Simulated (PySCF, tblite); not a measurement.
# C4H7Cl2Ga: geometry, infrared bands and NMR shifts

What infrared bands and NMR shifts should C4H7Cl2Ga (`[Cl][Ga]([Cl])[CH]1CCC1`) show?

Computed with tblite 0.8.0 and PySCF 2.14.0, with density-fitted response routines of our own, on a single molecule in the gas phase. Atoms are numbered from 0 throughout.

## 1. Starting geometry

14 atoms, charge 0, multiplicity 1; geometry from: force field or distance geometry start.

Bonds of the start (Å): Cl0–Ga1 2.46, Ga1–Cl2 2.47, Ga1–C3 1.85, C3–C4 1.51, C4–C5 1.50, C5–C6 1.52, C6–C3 1.51, C3–H7 1.11, C4–H8 1.12, C4–H9 1.11, C5–H10 1.10, C5–H11 1.10, C6–H12 1.11, C6–H13 1.12.

## 2. Optimising the geometry with GFN2-xTB

The job: settings as JSON, then the geometry in Å.

```
{"job": {"kind": "relax", "xc": "GFN2-xTB", "basis": "xTB"}, "charge": 0, "multiplicity": 1}
Cl     2.448800     2.115800     0.693100
Ga     1.847200    -0.269300     0.802100
Cl     3.888000    -0.772000    -0.499600
C      0.362100    -0.630200    -0.245300
C     -0.215100     0.724000    -0.595200
C     -1.492500     0.371900     0.109500
C     -1.055600    -1.080400    -0.013900
H      0.778000    -1.195900    -1.109100
H      0.291300     1.572400    -0.065500
H     -0.292900     0.922900    -1.680200
H     -1.460100     0.753200     1.145000
H     -2.370700     0.653800    -0.489300
H     -1.247100    -1.695600     0.891600
H     -1.482100    -1.470800    -0.970400
```

On the command line:

```
$ OMP_NUM_THREADS=1 python probes_run.py task.json out
```

This one command runs all jobs of the session in turn.

**Question.** This job is followed by: GFN2-xTB harmonic vibrations, gas phase; GIAO PBE0/pcSseg-1 NMR shielding, non-relativistic, gas phase. Predict these results of the whole session: strongest single infrared mode (GFN2-xTB); zero-point energy (GFN2-xTB); 13C shifts against TMS (PBE0/pcSseg-1, means over atoms taken as alike); 1H shifts against TMS (PBE0/pcSseg-1, means over atoms taken as alike); 35Cl shifts against HCl (PBE0/pcSseg-1, means over atoms taken as alike); shieldings of Ga (PBE0/pcSseg-1).

The runs gave:

| quantity | value |
| --- | --- |
| strongest single infrared mode (GFN2-xTB) | 372 cm⁻¹, 72 km/mol |
| zero-point energy (GFN2-xTB) | 62.9 kcal/mol |
| 13C shifts against TMS (PBE0/pcSseg-1, means over atoms taken as alike) | 46.1, 28.9, 26.9 ppm |
| 1H shifts against TMS (PBE0/pcSseg-1, means over atoms taken as alike) | 2.74, 2.57, 2.46, 2.15, 2.07 ppm |
| 35Cl shifts against HCl (PBE0/pcSseg-1, means over atoms taken as alike) | 86 ppm |
| shieldings of Ga (PBE0/pcSseg-1) | Ga1 1296.2 ppm |

Over 129 steps the energy fell by 2.315 eV; of the close pairs, Ga1–Cl2 changed most, 2.472 to 2.110 Å. All 36 modes are real, so the xTB geometry is a minimum. The strongest single mode, at 372 cm⁻¹, has its largest shares on Ga1, Cl0 and Cl2 (the list is cut at 3 atoms). GFN2-xTB is a fitted tight-binding method: band positions and strengths are rough. Its intensities can rank the bands wrongly. At PBE0/pcSseg-1: The widest tensor belongs to Cl0, Cl2: span 362 ppm, with a paramagnetic part of -285 ppm. Spin-orbit coupling is left out, which matters for shieldings and couplings at and beside the heavy atoms.
